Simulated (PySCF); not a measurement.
# C4H10F2N2: the cost of one run

Programs: PySCF 2.14.0, with routines of our own; each step states its level. All values are computed. Atoms count from 0.

## 1. The starting structure

18 atoms, charge 0, multiplicity 1; geometry from: GFN2-xTB.

## 2. Magnetic properties: GIAO PBE0/pcSseg-1

The job: settings as JSON, then the geometry in Å.

```
{"job": {"kind": "mag", "xc": "PBE0", "basis": "pcSseg-1", "isotopologues": 2}, "charge": 0, "multiplicity": 1}
N      2.278497    -0.048981    -0.560916
C      1.145112     0.456670     0.200451
C     -0.133979    -0.272811    -0.223207
C     -1.376938     0.355530     0.419352
N     -1.537027     1.721335    -0.053501
C     -0.021435    -1.749470     0.135579
F     -0.130057    -1.947903     1.473007
F     -1.029335    -2.468052    -0.426559
H      3.143101     0.339752    -0.202579
H      2.197805     0.229471    -1.533734
H      0.968102     1.534689     0.078576
H      1.333413     0.257472     1.258478
H     -0.228665    -0.223026    -1.313545
H     -2.245769    -0.287332     0.204445
H     -1.238812     0.388560     1.503007
H     -1.774230     1.725194    -1.040541
H     -2.292045     2.177636     0.445195
H      0.933504    -2.182418    -0.195158
```

Method: GIAO PBE0/pcSseg-1 magnetisability, rotational g tensor and spin-rotation constants, non-relativistic, gas phase.

On the command line:

```sh
> OMP_NUM_THREADS=1 python excited_run.py task.json out
```

This one command runs all jobs of the session in turn.

**Question.** How long does this first job take on 1 thread of Arm Neoverse V2, shared host, and how much memory does it need?

About 32 s, with a peak of 0.84 GiB.
